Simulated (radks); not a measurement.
# Exchange and kinetic functionals tested on atomic densities: Au⁺, H, Ir⁴⁺, Mn⁺, Mo⁺, Ba⁺

The task here is to estimate one member of a computed series from the others.

Method: non-relativistic Kohn-Sham, exchange-only B88, spin-polarised, spherical densities, point nucleus; open shells are filled with parallel spins first. Code: radks (a radial shooting solver on a logarithmic mesh, Libxc functionals) version 1.

### Starting point

* species: Au⁺ ([Xe] 4f14 5d10), H (1s1), Ir⁴⁺ ([Xe] 4f14 5d5), Mn⁺ ([Ar] 3d5 4s1), Mo⁺ ([Kr] 4d5), Ba⁺ ([Xe] 6s1)

The first run:

Input:

```text
Z 79
configuration [Xe] 4f14 5d10
relativity non-relativistic
functional b88,
spin polarised
nucleus point
```

Among the steps run: Au⁺, [Xe] 4f14 5d10.

One table of the session follows, with a row left open; its other results are not shown here.

It belongs to the step «Au⁺, [Xe] 4f14 5d10». From the orbitals of this run (lengths in bohr):

```
level     <r>  outermost maximum (interpolated)  90 % within  nodes
   3d  0.1695                             0.140        0.262      0
   4s       ?                                 ?            ?      ?
   4p  0.4528                             0.421        0.655      2
   4d  0.4609                             0.413        0.686      1
   4f  0.4869                             0.370        0.778      0
   5s   1.028                             0.936         1.47      4
   5p   1.120                             0.993         1.63      3
   5d   1.559                              1.20         2.44      2
```

**Question.** Estimate the row for 4s.

**Answer.** <r>: 0.4487; outermost maximum (interpolated): 0.421; 90 % within: 0.642; nodes: 3. In the column «<r>» it lies between 3d (0.1695) and 4p (0.4528).
